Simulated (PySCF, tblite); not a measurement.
**CH₆N₂Si₂, a small molecule taken as a stand-in for a surface group (silicon nitride N site): NMR shifts, core binding energies and electronic excitations, part 1 of 2**

Wanted: the NMR shifts, core binding energies and electronic excitations for `N#CN([SiH3])[SiH3]`.

Programs: tblite 0.8.0 and PySCF 2.14.0. All values are calculated, for the isolated system unless a continuum is named. Atoms count from 0, parts from 1.

## (1) Starting point

11 atoms, charge 0, multiplicity 1; geometry: distance geometry start.

## (2) Relaxing the cluster with GFN2-xTB

What the job is given:

```
{"job": {"kind": "relax", "xc": "GFN2-xTB", "basis": "xTB"}, "charge": 0, "multiplicity": 1}
Si     1.579156    -0.378165    -0.163813
N     -0.017202     0.329161     0.076982
Si    -1.565793    -0.599843    -0.127747
C     -0.085784     1.679571     0.459206
N     -0.132553     2.814089     0.749262
H      2.311592     0.470771    -1.152232
H      1.601879    -1.766200    -0.541484
H      2.336060    -0.216579     1.105043
H     -2.494355     0.335339    -0.809513
H     -2.100227    -0.819541     1.240125
H     -1.358749    -1.841245    -0.878599
```

Method: GFN2-xTB geometry optimisation, gas phase.

The run is started by

```bash
$ OMP_NUM_THREADS=1 python cluster_run.py task.json out
```

The driver reads the jobs from task.json and runs them one after another.

What it wrote:

```text
step      E/eV     max force
  0    -395.02580    3.436
  1    -395.18487    4.655
  2    -395.12240    5.728
  3    -395.30707    0.715
  4    -395.33534    0.657
  5    -395.41359    0.498
  6    -395.42539    0.383
  7    -395.44369    0.312
  8    -395.44981    0.274
  9    -395.45441    0.161
 10    -395.45582    0.111
 11    -395.45685    0.092
 12    -395.45788    0.094
 13    -395.45930    0.116
 14    -395.46023    0.090
 15    -395.46055    0.045
 16    -395.46063    0.029
 17    -395.46070    0.023
 18    -395.46077    0.030
 19    -395.46085    0.026
 20    -395.46093    0.037
 21    -395.46104    0.043
 22    -395.46120    0.040
 23    -395.46136    0.037
 24    -395.46147    0.027
 25    -395.46152    0.015
 26    -395.46154    0.011
 27    -395.46155    0.008
 28    -395.46156    0.009
 29    -395.46157    0.010
 30    -395.46159    0.015
 31    -395.46161    0.016
 32    -395.46163    0.010
 33    -395.46163    0.004
```

It took 1.4 s on 1 thread of Intel Xeon Platinum 8259CL at 2.50GHz, shared host.

Step by step: (not every step is listed) (the energy doesn't fall at every step)

```csv
step,energy from step 0 (eV),largest force (eV/Å)
0,0.0000,3.4356
1,-0.1591,4.6547
2,-0.0966,5.7281
3,-0.2813,0.7146
4,-0.3095,0.6565
5,-0.3878,0.4977
6,-0.3996,0.3829
7,-0.4179,0.3126
8,-0.4240,0.2732
10,-0.4300,0.1108
12,-0.4321,0.0937
14,-0.4344,0.0896
16,-0.4348,0.0291
18,-0.4350,0.0301
20,-0.4351,0.0375
22,-0.4354,0.0406
24,-0.4357,0.0272
26,-0.4357,0.0106
28,-0.4358,0.0092
29,-0.4358,0.0107
30,-0.4358,0.0153
31,-0.4358,0.0153
32,-0.4358,0.0093
33,-0.4358,0.0037
```

Distances of close pairs at the start and the end, largest changes first:

```csv
bond,before (Å),after (Å),change (Å)
N1–C3,1.405,1.315,-0.090
N1–Si2,1.817,1.761,-0.057
Si0–H5,1.495,1.461,-0.033
C3–N4,1.172,1.147,-0.025
Si0–H7,1.486,1.462,-0.024
Si2–H8,1.484,1.460,-0.024
Si2–H9,1.485,1.463,-0.022
Si0–H6,1.439,1.458,+0.019
```

## (3) Optimising the geometry at PBE0-D3(BJ)/def2-SVP

What the job is given:

```
{"job": {"xc": "PBE0", "basis": "def2-SVP", "d3": "d3bj", "grid": 2, "kind": "geom", "shake": 0.01}, "charge": 0, "multiplicity": 1}
Si     1.637023    -0.348373    -0.134277
N     -0.026331     0.294360     0.042395
Si    -1.585318    -0.537953    -0.100696
C     -0.061552     1.561488     0.408125
N     -0.160666     2.652960     0.717148
H      2.272870     0.482085    -1.170267
H      1.426555    -1.711472    -0.542049
H      2.309746    -0.202294     1.146799
H     -2.468544     0.355605    -0.803090
H     -2.059830    -0.820329     1.266901
H     -1.251266    -1.754576    -0.820691
```

What it wrote:

```text
step   0  E = -729.48752185  max force = 0.064513
step   1  E = -729.49445172  max force = 0.003578
step   2  E = -729.49461099  max force = 0.000939
step   3  E = -729.49462126  max force = 0.000177
optimisation converged
```

Wall time 32 s (1 thread of Intel Xeon Platinum 8259CL at 2.50GHz, shared host); peak memory 0.56 GiB.

Step by step:

```csv
step,energy from step 0 (eV),largest force component (eV/Å)
0,0.0000,3.3174
1,-0.1886,0.1840
2,-0.1929,0.0483
3,-0.1932,0.0091
```

Distances of close pairs at the start and the end, largest changes first:

```csv
bond,before (Å),after (Å),change (Å)
Si0–H6,1.438,1.488,+0.050
Si2–H8,1.439,1.488,+0.048
Si2–H10,1.453,1.488,+0.035
Si0–H7,1.454,1.489,+0.035
C3–N4,1.139,1.164,+0.025
N1–C3,1.319,1.338,+0.019
Si0–H5,1.472,1.489,+0.017
Si2–H9,1.475,1.490,+0.015
```

The final coordinates are the input of the step that follows.

```csv
at the end point,value
point group (found at 0.08 Å tolerance),C1
"rotational constants (GHz, main isotopes)","3.105, 2.920, 1.561"
dipole moment (D),4.37
```

## (4) Shielding tensors: PBE0/pcSseg-2

What the job is given:

```
{"job": {"kind": "nmr", "xc": "PBE0", "basis": "pcSseg-2"}, "charge": 0, "multiplicity": 1}
Si     1.631311    -0.338616    -0.174466
N     -0.003682     0.337205     0.052940
Si    -1.539436    -0.561573    -0.082052
C     -0.082864     1.619435     0.426411
N     -0.152063     2.735190     0.749830
H      2.345371     0.440291    -1.223062
H      1.423484    -1.749848    -0.597715
H      2.385560    -0.277396     1.108266
H     -2.503864     0.270372    -0.851014
H     -2.087430    -0.860782     1.271117
H     -1.212205    -1.823277    -0.799386
```

Level: GIAO PBE0/pcSseg-2 NMR shielding, non-relativistic, gas phase.

What it wrote:

```text
coarse grid: 10184 points
cycle   1  E = -729.7953213146  dE =  3.113e-01  |g| = 5.296e-01  |ddm| = 2.480e+00
cycle   2  E = -729.5767662797  dE =  2.186e-01  |g| = 1.112e+00  |ddm| = 1.014e+00
cycle   3  E = -729.8552623544  dE = -2.785e-01  |g| = 1.540e-01  |ddm| = 7.521e-01
cycle   4  E = -729.8594183486  dE = -4.156e-03  |g| = 5.763e-02  |ddm| = 1.048e-01
cycle   5  E = -729.8600648800  dE = -6.465e-04  |g| = 1.316e-02  |ddm| = 3.509e-02
cycle   6  E = -729.8600979519  dE = -3.307e-05  |g| = 2.746e-03  |ddm| = 9.853e-03
cycle   7  E = -729.8600996963  dE = -1.744e-06  |g| = 5.073e-04  |ddm| = 2.654e-03
final grid: 89280 points
cycle   8  E = -729.8730433795  dE = -3.955e-05  |g| = 4.639e-03  |ddm| = 2.835e-02
cycle   9  E = -729.8730400598  dE =  3.320e-06  |g| = 6.087e-03  |ddm| = 6.922e-03
cycle  10  E = -729.8730477656  dE = -7.706e-06  |g| = 1.093e-03  |ddm| = 3.733e-03
cycle  11  E = -729.8730479503  dE = -1.847e-07  |g| = 5.938e-04  |ddm| = 9.118e-04
cycle  12  E = -729.8730480206  dE = -7.031e-08  |g| = 1.513e-04  |ddm| = 3.422e-04
cycle  13  E = -729.8730480254  dE = -4.800e-09  |g| = 2.221e-05  |ddm| = 9.531e-05
cycle  14  E = -729.8730480255  dE = -8.504e-11  |g| = 2.734e-06  |ddm| = 1.740e-05
converged SCF energy = -729.8730480255

GIAO shielding tensors (ppm)
atom      isotropic    diamagn.    paramagn.     s11        s22        s33       span
  0 Si     375.550     877.567    -502.017    335.265    346.867    444.518    109.253
  1 N      247.534     326.975     -79.441    207.695    226.787    308.119    100.425
  2 Si     374.436     877.621    -503.185    335.458    343.561    444.289    108.831
  3 C       63.939     264.753    -200.814    -51.403    -45.466    288.684    340.087
  4 N       28.360     331.382    -303.022   -152.520    -70.556    308.156    460.676
  5 H       26.338      28.356      -2.017     23.158     24.679     31.178      8.020
  6 H       26.566      29.333      -2.766     23.313     25.658     30.727      7.414
  7 H       26.355      28.413      -2.058     23.168     24.698     31.198      8.029
  8 H       26.324      28.408      -2.084     23.238     24.759     30.976      7.738
  9 H       26.350      28.488      -2.138     23.105     24.634     31.312      8.206
 10 H       26.546      29.315      -2.770     23.309     25.565     30.762      7.453
```

It took 59 s on 1 thread of Intel Xeon Platinum 8259CL at 2.50GHz, shared host; peak memory 1.1 GiB.

Shifts follow as δ = σ(reference) − σ, with reference shieldings (ppm) from runs at the same level and on the same kind of geometry: $^{1}$H TMS 31.25, $^{13}$C TMS 184.1, $^{29}$Si TMS 341.3, $^{15}$N NH3 261.7. The references are single molecules in the gas phase, so shifts against H2O, NH3, PH3, H3PO4 or CFCl3 are not on the usual liquid scales and can be off by tens of ppm.

```csv
atoms,environment,σ (ppm),δ (ppm)
C3,carbon bonded to 2 N,63.9,120.2
H8,hydrogen on a silicon bonded to N,26.32,4.92
H5,hydrogen on a silicon bonded to N,26.34,4.91
H9,hydrogen on a silicon bonded to N,26.35,4.89
H7,hydrogen on a silicon bonded to N,26.35,4.89
H10,hydrogen on a silicon bonded to N,26.55,4.70
H6,hydrogen on a silicon bonded to N,26.57,4.68
Si2,"silicon bonded to N, 3 H",374.4,-33.2
Si0,"silicon bonded to N, 3 H",375.5,-34.3
N4,nitrogen bonded to C,28.4,233.3
N1,"nitrogen bonded to C, 2 Si",247.5,14.2
```

The run also stored atomic charges by several schemes (e):

```csv
atoms,Mulliken,IAO,Hirshfeld,ESP fit
Si0,0.71,0.77,0.39,0.40
N1,-0.73,-0.72,-0.23,-0.41
Si2,0.71,0.77,0.39,0.40
C3,0.16,0.20,0.10,0.49
N4,-0.19,-0.33,-0.27,-0.53
```

Mayer bond orders: Si0–N1 0.81, N1–Si2 0.81, N1–C3 1.15, C3–N4 2.95.

Orbitals, density, ELF and potential are computed afterwards from the orbital file.

Frontier orbitals at PBE0/pcSseg-2, with the share of their density that lies nearest to each atom:

```csv
orbital,energy (eV),lies on
HOMO,-7.83,"N1, N4 about 37 % each; C3 10 %"
LUMO,-0.88,"6 H atoms about 10 % each; Si0, Si2 about 10 % each; N1 9 %"
```

ELF in a plane through or near 6 of the atoms.

Ten even steps from ' ' (0.00) to '@' (1.00):
```
                                                        
                                                        
                    ..--**####**--..                    
                    ==##@@@@@@@@##==                    
                  ..==##%%====%%##==..                  
                  ..==**##++++##**==..                  
                    ==####----####==                    
                    ..--++----++--..    ....            
            ..::::....--********--....==++==--..        
          ..::==::  ..**%%--::%%##..  --**++--..        
          ..--::..##++::%%####%%..++##..--==::          
            ....  **--..::::::::  --++  ....            
              --##@@@@@@**..  ++@@@@%%**--              
            ..##@@@@@@@@%%::  ##@@@@@@@@##..            
            ..##@@@@@@@@%%..  ==@@@@@@@@##              
              ..++%%@@%%::      **%%##==..              
                                                        
                                                        
                                                        
                                                        
```
The map spans 10.1 Å across and 10.9 Å up, centred on the molecule. Atoms in the plane (x, y in Å): Si0 (-1.6, -0.4), N1 (0.0, 0.4), Si2 (1.6, -0.4), C3 (0.0, 1.7), N4 (0.0, 2.9), H6 (-1.3, -1.9).

log10 of the density (e/Å³) in the same plane.

Ten even steps from '0' (-4.0) to '9' (1.5):
```
0000000000000110000000000000
0000000000122222210000000000
0000000012334444332100000000
0000000123456666543210000000
0000000123567887653210000000
0000001224567887654221000000
0000011234567887654322110000
0001123334567777654433321000
0012334555567777655554432100
0012345666667887666665433100
0012345679877777789765533100
0012345669866556689665432100
0001234566765555666654321000
0001133556765445666543311000
0000123445554444555442210000
0000011233433223333321100000
0000000112221111121110000000
0000000000000000000000000000
0000000000000000000000000000
0000000000000000000000000000
```
The map spans 10.1 Å across and 10.9 Å up, centred on the molecule. Atoms in the plane (x, y in Å): Si0 (-1.6, -0.4), N1 (0.0, 0.4), Si2 (1.6, -0.4), C3 (0.0, 1.7), N4 (0.0, 2.9), H6 (-1.3, -1.9).

On the surface of density 0.002 e/bohr³ the electrostatic potential runs, from the 1st to the 99th percentile, from -1.97 V near N4 to 1.82 V near Si2.

(Continued in part 2 of 2.)
